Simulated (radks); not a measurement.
# Taking charge from the 3s level of Ir⁺ in fractions

The task here is to estimate one member of a computed series from the others.

Method: scalar-relativistic Kohn-Sham, LDA (Slater exchange, Perdew-Wang correlation), spin-polarised, spherical densities, point nucleus; open shells are filled with parallel spins first. Code: radks (a radial shooting solver on a logarithmic mesh, Libxc functionals) version 1.

## The atom as given

```
element       : iridium (Z = 77)
charge        : +1
electrons     : 76
configuration : [Ne] 3s(up 1, down 1) 3p6 3d10 4s2 4p6 4d10 4f14 5s2 5p6 5d7 6s1
```

A shell typed twice in an input gives spin up, then spin down.

The first run:

The run's settings:

```text
Z 77
configuration [Ne] 3s1 3s1 3p6 3d10 4s2 4p6 4d10 4f14 5s2 5p6 5d7 6s1
relativity scalar-relativistic
functional lda,pw
spin polarised
nucleus point
c 137.035999084
```

Among the steps run: Start: [Ne] 3s(up 1, down 1) 3p6 3d10 4s2 4p6 4d10 4f14 5s2 5p6 5d7 6s1.

One table of the session follows, with a row left open; its other results are not shown here.

It belongs to the step «Start: [Ne] 3s(up 1, down 1) 3p6 3d10 4s2 4p6 4d10 4f14 5s2 5p6 5d7 6s1». Radial moments (bohr):

| level | <r> | outermost maximum (interpolated) | 90 % within | nodes |
| --- | --- | --- | --- | --- |
| 4f up | 0.5361 | 0.394 | 0.871 | 0 |
| 4f down | 0.5344 | 0.394 | 0.867 | 0 |
| 5p up | 1.135 | 1.00 | 1.65 | 3 |
| 5p down | 1.130 | 1.00 | 1.64 | 3 |
| 5d up | ? | ? | ? | ? |
| 6s up | 2.654 | 2.31 | 3.86 | 5 |
| 5d down | 1.678 | 1.29 | 2.63 | 2 |
| 6s down | 2.737 | 2.34 | 4.02 | 5 |

**Question.** Estimate the row for 5d up.

**Answer.** <r>: 1.668; outermost maximum (interpolated): 1.30; 90 % within: 2.60; nodes: 2. In the column «<r>» it lies between 5p up (1.135) and 5d down (1.678).
